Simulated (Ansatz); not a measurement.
# Sc3Al5N8: gaps at several levels of theory

Aim: the gap, band edges and levels at named points of Sc3Al5N8.

Method: DFT PBEsol, scalar-relativistic, plane waves, PAW, in Ansatz 0.2.0.

That is the level of the relaxation; later steps name their own.

### 1 The system as given

Symmetry: Cm, No. 8, monoclinic system. The conventional cell has a = 11.426 Å, b = 6.597 Å, c = 5.278 Å, α = 90.00°, β = 90.00°, γ = 90.00°. Sc (site symmetry 1) has 4 N at 2.01 Å as nearest neighbours. Around Al (site symmetry m) lie 4 N at 2.01 Å. Sc (site symmetry m) is surrounded by 4 N at 2.01 Å. Al (site symmetry 1) has 4 N at 2.01 Å as nearest neighbours. N (site symmetry 1) has 2 Sc at 2.01 Å and 2 Al at 2.01 Å as nearest neighbours. Around N (site symmetry m) lie 4 Al at 2.01 Å. Only part of the 12 independent sites is listed.

Coordinates:

```xyz
16
Lattice="0.0000 0.0000 -5.2779 3.2985 5.7132 0.0000 3.2985 -5.7132 0.0000" Properties=species:S:1:pos:R:3 pbc="T T T"
Sc    1.6493   -0.9522    0.0000
Sc    3.2985   -3.8088    0.0000
Al    3.2985    1.9044    0.0000
Al    4.9478   -0.9522    0.0000
Sc    3.2985   -1.9044   -2.6389
Al    1.6493    0.9522   -2.6389
Al    4.9478    0.9522   -2.6389
Al    3.2985    3.8088   -2.6389
N     1.6493   -0.9522   -3.2723
N     3.2985   -3.8088   -3.2723
N     3.2985    1.9044   -3.2723
N     4.9478   -0.9522   -3.2723
N     3.2985   -1.9044   -0.6333
N     1.6493    0.9522   -0.6333
N     4.9478    0.9522   -0.6333
N     3.2985    3.8088   -0.6333
```

(A quick probe on a coarse mesh, which set the mesh and smearing, is not shown.)

### 3 A loose first relaxation

Input file input.yaml:

```yaml
crystal:
  lattice:
    - [0.0, 0.0, -5.27788576]
    - [3.29854615, 5.71324953, 0.0]
    - [3.29854615, -5.71324953, 0.0]
  atoms:
    - { symbol: Sc, position: [0.0, 0.16666667, 0.33333333] }
    - { symbol: Sc, position: [0.0, 0.16666667, 0.83333333] }
    - { symbol: Al, position: [0.0, 0.66666667, 0.33333333] }
    - { symbol: Al, position: [0.0, 0.66666667, 0.83333333] }
    - { symbol: Sc, position: [0.5, 0.33333333, 0.66666667] }
    - { symbol: Al, position: [0.5, 0.33333333, 0.16666667] }
    - { symbol: Al, position: [0.5, 0.83333333, 0.66666667] }
    - { symbol: Al, position: [0.5, 0.83333333, 0.16666667] }
    - { symbol: "N", position: [0.62, 0.16666667, 0.33333333] }
    - { symbol: "N", position: [0.62, 0.16666667, 0.83333333] }
    - { symbol: "N", position: [0.62, 0.66666667, 0.33333333] }
    - { symbol: "N", position: [0.62, 0.66666667, 0.83333333] }
    - { symbol: "N", position: [0.12, 0.33333333, 0.66666667] }
    - { symbol: "N", position: [0.12, 0.33333333, 0.16666667] }
    - { symbol: "N", position: [0.12, 0.83333333, 0.66666667] }
    - { symbol: "N", position: [0.12, 0.83333333, 0.16666667] }
basis:
  ecutwfc: 420
kpoints:
  mp_grid: { grid: [4, 6, 6] }
hamiltonian:
  xc: pbesol
scf:
  occupations: { method: gaussian, width: 0.1 }
output:
  forces: true
  stress: true
  eigenvalues: true
relax:
  adjacent_minimum: "off"
  f_tol: 0.05
  max_steps: 80
  cell: { stress_tol: 0.5 }
```

The run is started by

```sh
$ ansatz run input.yaml --threads 4 --pin off --max-ram 10240MiB --backend cpu --events-out ev --progress --plain --runs-dir out
```

The session goes on with these runs: relaxing cell and atoms; band edges over the whole zone; the run at PBEsol.

Before running it: what results should come out? Wanted: relaxed cell; volume; formation energy; gap, PBEsol.

**Answer**, as computed:

| quantity | value |
| --- | --- |
| relaxed cell (conventional) | a = 11.525 Å, b = 6.532 Å, c = 4.951 Å, α = 90.00°, β = 90.22°, γ = 90.00° |
| space group (0.01 Å) | Cm (No. 8) |
| volume | 11.65 Å³/atom |
| formation energy (elements from runs with the same settings, not shown) | -1.52 eV/atom |
| gap, PBEsol | 3.10 eV, indirect |

In words: The relaxed volume is 6.3 % smaller than at the start. The shape changed too: the edges of the input's cell moved by -6.2, +0.4, -1.0 %. At PBEsol the gap is 3.10 eV, from Γ to (0.00, 0.31, 0.38).

The gaps are Kohn-Sham values of a semilocal functional, not quasiparticle or optical gaps. Such gaps usually fall short of the measured ones.
